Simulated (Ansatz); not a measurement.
# C2H8B2O: how energies converge with the basis set

One table from this session's results is given with a row withheld; the runs are named, their logs left out.

Program: Ansatz 0.2.0, Gaussian basis. Level of theory: one geometry, several basis sets. These are calculated values, not measurements.

The runs, in order: PBE0-D4/def2-SVP; ωB97M-V/def2-SVP; PBE0-D4/def2-QZVPP; ωB97M-V/def2-QZVPP; the functionals' def2-TZVPP values are taken from earlier runs.

**The geometry**

All runs share one geometry, relaxed beforehand with PBE0-D4 in a triple-zeta def2 set.

SMILES `BC(B)(C)O`, 13 atoms, charge 0, spin multiplicity 1.

Atoms are counted from 1 here; the program's logs count them from 0.

Bond lengths: B1–C2 1.513 Å, B1–H6 1.195 Å, B1–H7 1.197 Å, C2–B3 1.571 Å, C2–C4 1.561 Å, C2–O5 1.403 Å, B3–H8 1.191 Å, B3–H9 1.199 Å, C4–H10 1.087 Å, C4–H11 1.085 Å, C4–H12 1.136 Å, O5–H13 0.961 Å. Angles: C2–B1–H6 119.9°, C2–B1–H7 119.3°, H6–B1–H7 120.6°, B1–C2–B3 105.0°, B1–C2–C4 118.9°, B1–C2–O5 119.5°, B3–C2–C4 74.0°, B3–C2–O5 118.1°, C4–C2–O5 112.8°, C2–B3–H8 123.4°, C2–B3–H9 115.1°, H8–B3–H9 121.0°, C2–C4–H10 107.2°, C2–C4–H11 113.6°, C2–C4–H12 113.6°, H10–C4–H11 113.7°, H10–C4–H12 103.0°, H11–C4–H12 105.4° and more.

Set-up of the first run:

in.yaml reads:

```yaml
crystal:
  periodic: [false, false, false]
  atoms:
    - {symbol: B, position_ang: [-1.432809, 0.933034, 0.143866]}
    - {symbol: C, position_ang: [0.027157, 0.542056, 0.066701]}
    - {symbol: B, position_ang: [0.107673, -0.866264, 0.757922]}
    - {symbol: C, position_ang: [0.481944, -0.455814, -1.043920]}
    - {symbol: O, position_ang: [1.012945, 1.489891, 0.381944]}
    - {symbol: H, position_ang: [-1.767907, 1.851430, 0.830422]}
    - {symbol: H, position_ang: [-2.248766, 0.266048, -0.422719]}
    - {symbol: H, position_ang: [-0.795312, -1.642663, 0.770891]}
    - {symbol: H, position_ang: [1.099290, -1.060140, 1.403651]}
    - {symbol: H, position_ang: [1.395259, -0.057972, -1.478057]}
    - {symbol: H, position_ang: [-0.290218, -0.673418, -1.774175]}
    - {symbol: H, position_ang: [0.810043, -1.466393, -0.640725]}
    - {symbol: H, position_ang: [1.621002, 1.105406, 1.019299]}
basis:
  gaussian: {orbitals: def2-SVP}
hamiltonian: {xc: pbe0, dispersion: d4}
output: {orbitals: {seedname: orbitals}}
```

Steps of the session up to this table: PBE0-D4 in def2-SVP; ωB97M-V in def2-SVP; PBE0-D4 in def2-QZVPP; ωB97M-V in def2-QZVPP.

One of the session's tables, all rows but one given; the rest of the session is left out.

It belongs to the step «Functionals by basis». 

```
functional       basis  HOMO (eV)
   PBE0-D4    def2-SVP      -7.73
   PBE0-D4  def2-TZVPP      -7.87
   PBE0-D4  def2-QZVPP      -7.90
   ωB97M-V    def2-SVP          ?
   ωB97M-V  def2-TZVPP     -10.18
   ωB97M-V  def2-QZVPP     -10.20
```

Q: Estimate the row for ωB97M-V, def2-SVP from the others.

The run gave: HOMO (eV): -10.03. In the column «HOMO (eV)» it lies between ωB97M-V, def2-TZVPP (-10.18) and PBE0-D4, def2-QZVPP (-7.90).
